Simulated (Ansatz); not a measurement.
# GaF under changes of volume

One of the cells (23.058 Å³/atom); the others are scaled copies at fixed shape and fractional positions:

```
CELL_PARAMETERS angstrom
0.00000 2.84624 2.84624
2.84624 0.00000 2.84624
2.84624 2.84624 0.00000
ATOMIC_POSITIONS crystal
Ga 0.25000 0.25000 0.25000
F 0.00000 0.00000 0.00000
```

The cell was built by a generator and needn't be a form met in nature.

```yaml
Program: Ansatz 0.2.0
Functional: PBE
Potentials_or_basis: Ansatz PAW earlier set
Cutoff: "1050 eV (not typed: the program's choice for these potentials)"
k_mesh: 8 × 8 × 8
Occupations: fermi-dirac, width 0.05 eV
Spin: no spin polarisation
```

```csv
volume (Å³/atom),energy over the lowest point (meV/atom),pressure (GPa),gap on the mesh (eV)
21.674,7.53,1.8,2.01
22.135,3.22,1.2,2.10
22.596,0.78,0.5,2.19
23.058,0.00,0.0,2.27
23.519,0.73,-0.5,2.35
23.980,?,?,?
24.441,6.10,-1.3,2.49
```

Problem. What does the run at 23.980 Å³/atom give?

Solution. Energy over the lowest point 2.81 meV/atom; pressure -0.9 GPa; gap on the mesh 2.42 eV.

Worked out: A Birch-Murnaghan fit of order 3 (a polynomial in V^(-2/3)) to the other rows has its minimum at 23.06 Å³/atom with B0 = V·E''(V) = 26 GPa and B' = 4.3. It gives 2.81 meV/atom at 23.980 Å³/atom, against the run's 2.81, and -dE/dV = -0.9 GPa, against -0.9. A straight line through the other rows of the gap, of slope 4.01 eV per unit of ln V, gives 2.42 eV, against the run's 2.42.

Energies are extrapolated to zero smearing.

A mesh can miss the band edges. Spin-orbit coupling on Ga is left out.
